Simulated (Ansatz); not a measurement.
# CuLaS2: a single-point run

Wanted: a converged single-point run for CuLaS2, and a check of what comes out. The structure is shown as the input types it. The cell is built on a prototype (ordering on rocksalt) and needn't be the phase found in nature.

Method: density functional or hybrid calculation with the settings of its input, plane waves (as first typed), in Ansatz 0.2.0.

1 further run of the same task is left out (it didn't finish).

## Step 1: The system as given

Symmetry: R-3m, No. 166, trigonal system. The conventional cell has a = 4.132 Å, b = 4.132 Å, c = 17.109 Å, α = 90.00°, β = 90.00°, γ = 120.00°. Cu (site symmetry -3m) has 6 S at 2.70 Å as nearest neighbours. La (site symmetry -3m) is surrounded by 6 S at 2.87 Å. Around S (site symmetry 3m) lie 3 Cu at 2.70 Å and 3 La at 2.87 Å.

Structure file:

```xyz
4
Lattice="2.0660 1.1928 5.7031 -2.0660 1.1928 5.7031 0.0000 -2.3856 5.7031" Properties=species:S:1:pos:R:3 pbc="T T T"
Cu    2.0660    1.1928    5.7031
La    0.0000    0.0000    8.5546
S     0.0000    0.0000    4.4426
S     0.0000    0.0000   12.6666
```

## Step 2: Running it

input.yaml reads:

```yaml
crystal:
  lattice:
    - [2.0659896073, 1.1927996559, 5.7030646401]
    - [-2.0659896073, 1.1927996559, 5.7030646401]
    - [0.0, -2.3855993118, 5.7030646401]
  atoms:
    - { symbol: Cu, position: [1.0, 0.0, 0.0] }
    - { symbol: La, position: [0.5, 0.5, 0.5] }
    - { symbol: S, position: [0.2596595099, 0.2596595099, 0.2596595099] }
    - { symbol: S, position: [0.7403404901, 0.7403404901, 0.7403404901] }
kpoints:
  mp_grid: { grid: [6, 6, 6] }
hamiltonian:
  xc: pbesol
scf:
  occupations: { method: fixed }
  n_extra_bands: 5
  max_iter: 80
output:
  forces: true
  stress: true
  eigenvalues: true
basis:
  ecutwfc: 120
```

Launch:

```sh
> ansatz run input.yaml --threads 4 --pin off --max-ram 3686MiB --backend cpu --events-out ev --progress --plain --runs-dir out
```

**Question.** How will this run end, and is anything wrong with its input?

This run ends as converged, with warnings (cutoff below recommended, metallic iterate). Its log warns: «basis.ecutwfc = 120 eV is below the records' recommended 420 eV ...»

Look at the input: basis.ecutwfc is 120. The basis cutoff is far too low: the plane waves can't represent the orbitals near the cores. The potentials' recommended cutoff is 420 eV.

The test: delete basis.ecutwfc (the default then holds).
